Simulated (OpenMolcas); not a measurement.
# Ag³⁺ among point charges: CASSCF and CASPT2 levels and susceptibility

Aim: the splitting of the states of Ag³⁺ in the field of 6 point charges, its lowest levels with spin-orbit coupling and its magnetic susceptibility.

The numbers are computed with OpenMolcas 26.06 (state-averaged CASSCF and CASPT2, spin-orbit coupling by RASSI with atomic mean-field integrals), except any that are marked as measured or tabulated.

## Step 1: The system

- Species: Ag³⁺ (silver, Z = 47, 44 electrons)
- Basis: ANO-RCC-VDZP [6s5p3d1f], 43 functions
- Scalar Hamiltonian: DKH2, point nucleus
- Inactive shells: 1s 2s 2p 3s 3p 3d 4s 4p
- Active space: 8 electrons in 5 orbitals (4d)
- Some configurations of this space: 4d⁸
- Orbitals: optimised for each spin and parity, averaged over all roots

The outer shells:

4d8
```
4d [↑↓][↑↓][↑↓][↑ ][↑ ]
```

The ion sits among 6 point charges of -1.5 e arranged as an octahedron (Oh), 2.24 Å from the ion.

The work runs as a chain of OpenMolcas steps in one folder; each step below is one input file. Labels, J, g values, rates, χT and fits are worked out afterwards by a script from the matrices that RASSI stores. The input lists half of the charges; inversion (Group=XYZ) makes the rest.

## Step 2: GATEWAY and SEWARD: basis and integrals

a.inp reads:

```
&GATEWAY
Coord
1

Ag 0.0 0.0 0.0
Basis=ANO-RCC-VDZP
Group=XYZ
NoMove
AngMom=0.0 0.0 0.0
AMFI
XField
3 Angstrom 0
2.240000 0.000000 0.000000 -1.500000
0.000000 2.240000 0.000000 -1.500000
0.000000 0.000000 2.240000 -1.500000
&SEWARD
```

## Step 3: Reference wave functions, triplets of even parity, 10 roots

a.inp reads:

```
&RASSCF
FileOrb=start.orb
Symmetry=1
Spin=3
nActEl=8 0 0
Inactive=9 9
Ras2=5 0
CIRoot=10 10 1
SDav=10
CIMx=300
Iter=120 100
PrWF=0.3
OrbListing=Nothing
MaxOrb=0
>>> COPY $Project.JobIph JOB001
```

start.orb holds the contracted functions of the basis, ordered by shell, or the orbitals of the step before.

## Step 4: CASSCF: singlets of even parity, 15 roots

a.inp reads:

```
&RASSCF
FileOrb=start.orb
Symmetry=1
Spin=1
nActEl=8 0 0
Inactive=9 9
Ras2=5 0
CIRoot=15 15 1
SDav=15
CIMx=300
Iter=120 100
PrWF=0.3
OrbListing=Nothing
MaxOrb=0
>>> COPY $Project.JobIph JOB002
```

## Step 5: State interaction with spin-orbit coupling

a.inp reads:

```
&RASSI
NrOfJobIphs=2 10 15
1 2 3 4 5 6 7 8 9 10
1 2 3 4 5 6 7 8 9 10 11 12 13 14 15
IphNames
JOB001
JOB002
EJob
SpinOrbit
DIPRint=1.0
SOCoupling=1000.0
Subsets=2
Property=9
'ANGMOM' 1 'ANGMOM' 2 'ANGMOM' 3 'MLTPL  1' 1 'MLTPL  1' 2 'MLTPL  1' 3
'AMFI' 1 'AMFI' 2 'AMFI' 3
SOProperty=3
'ANGMOM' 1 'ANGMOM' 2 'ANGMOM' 3
```

## Step 6: CASPT2: IPEA 0.25, imaginary shift 0.1 (closed shells correlated: 4s 4p)

a.inp reads:

```
>>> COPY JOB001 $Project.JobIph
&CASPT2
Multistate=10 1 2 3 4 5 6 7 8 9 10
NoMult
Frozen=8 6
IPEA=0.25
Imaginary=0.1
MaxIter=60
WThr=0.0 0.3 0.05
PrWF=0.5
NoMix
>>> COPY JOB002 $Project.JobIph
&CASPT2
Multistate=15 1 2 3 4 5 6 7 8 9 10 11 12 13 14 15
NoMult
Frozen=8 6
IPEA=0.25
Imaginary=0.1
MaxIter=60
WThr=0.0 0.3 0.05
PrWF=0.5
NoMix
```

(Steps that only read results are left out.)

**Question.** What will these runs give? Wanted: spin-free ground state; first state of the same spin within the active space; lowest level; next level.

As calculated:

| quantity | value |
| --- | --- |
| method | SS-CASPT2, IPEA 0.25, imaginary shift 0.1 (closed shells correlated: 4s 4p) |
| spin-free ground state | 3A2, 1-fold in its orbital part |
| first state of the same spin within the active space | 3T2 at 2880 cm⁻¹ |
| lowest level | 3-fold T2 |
| next level | 2332.4 cm⁻¹ |
| χT at 300 K | 2.64 cm³ K/mol |
| effective moment at 300 K | 4.60 μB |

Cost by method:

```
                                              method  time of its own steps  time with the reference
                                           A. CASSCF                  3.2 s                    3.2 s
B. SS-CASPT2, IPEA 0.25, imaginary shift 0.1, +4s 4p                    1 s                    4.2 s
```

Times are of one thread on a shared host.

What this shows: The spin-free ground state (3A2) comes to 100 % from free-ion F terms and keeps the highest spin of the shell. χT at 300 K is 2.64, against 1.00 cm³ K/mol for the spin alone, so orbital moment adds to it. CASPT2 does not keep the components of a term degenerate, and the means are used. The field of point charges can differ much from that of real complexes. Point charges carry no covalency, so the field is a model and not that of real ligands.
